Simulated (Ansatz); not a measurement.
# C2H10N2Si: the cost of one run

All numbers below are computed with Ansatz 0.2.0 (RKS PBE/6-31G).

### 1 Starting point

Bond lengths: Si1–N2 1.820 Å, N2–H3 1.060 Å, N2–H4 1.060 Å, Si1–C5 1.870 Å, C5–H6 1.110 Å, C5–H7 1.110 Å, C5–H8 1.110 Å, Si1–C9 1.869 Å, C9–H10 1.110 Å, C9–H11 1.110 Å, C9–H12 1.110 Å, Si1–N13 1.819 Å, N13–H14 1.060 Å, N13–H15 1.060 Å. Angles (14 of 24 angles, heavy atoms first): N2–Si1–C5 109.4°, N2–Si1–C9 109.5°, N2–Si1–N13 109.5°, C5–Si1–C9 109.5°, C5–Si1–N13 109.5°, C9–Si1–N13 109.5°, Si1–N2–H3 120.0°, Si1–N2–H4 120.0°, Si1–C5–H6 109.5°, Si1–C5–H7 109.5°, Si1–C5–H8 109.5°, Si1–C9–H10 109.5°, Si1–C9–H11 109.5°, Si1–C9–H12 109.5°.

Structure file:

```xyz
15

Si    0.0000    0.0000    0.0000
N     0.0000    0.0000    1.8200
H    -0.8770   -0.2713    2.3500
H     0.8770    0.2713    2.3500
C     1.7634    0.0000   -0.6227
H     2.1111   -1.0463   -0.7509
H     1.8119    0.5276   -1.5981
H     2.4154    0.5187    0.1108
C    -0.8808    1.5259   -0.6227
H    -1.9334    1.2723   -0.8671
H    -0.8624    2.3106    0.1622
H    -0.3704    1.9025   -1.5336
N    -0.8572   -1.4851   -0.6061
H    -1.3922   -2.1014    0.0704
H    -0.8219   -1.7344   -1.6357
```

### 2 Relaxing the start

Input file input.yaml:

```yaml
crystal:
  periodic: [false, false, false]
  atoms:
    - { symbol: Si, position_ang: [0.0, 0.0, 0.0] }
    - { symbol: "N", position_ang: [0.0, 0.0, 1.82] }
    - { symbol: H, position_ang: [-0.877, -0.2713, 2.35] }
    - { symbol: H, position_ang: [0.877, 0.2713, 2.35] }
    - { symbol: C, position_ang: [1.7634, 0.0, -0.6227] }
    - { symbol: H, position_ang: [2.1111, -1.0463, -0.7509] }
    - { symbol: H, position_ang: [1.8119, 0.5276, -1.5981] }
    - { symbol: H, position_ang: [2.4154, 0.5187, 0.1108] }
    - { symbol: C, position_ang: [-0.8808, 1.5259, -0.6227] }
    - { symbol: H, position_ang: [-1.9334, 1.2723, -0.8671] }
    - { symbol: H, position_ang: [-0.8624, 2.3106, 0.1622] }
    - { symbol: H, position_ang: [-0.3704, 1.9025, -1.5336] }
    - { symbol: "N", position_ang: [-0.8572, -1.4851, -0.6061] }
    - { symbol: H, position_ang: [-1.3922, -2.1014, 0.0704] }
    - { symbol: H, position_ang: [-0.8219, -1.7344, -1.6357] }
basis:
  gaussian: { orbitals: "6-31G" }
hamiltonian:
  xc: pbe
relax:
  f_tol: 0.02
  max_steps: 40
```

On the command line:

```sh
> ansatz run input.yaml --threads 1 --pin off --max-ram 2048MiB --backend cpu --events-out ev --progress --plain --runs-dir out
```

Q: Estimate wall time and peak memory on 1 thread of Arm Neoverse N1, shared host.

About 74 s, with a peak of 0.15 GiB.
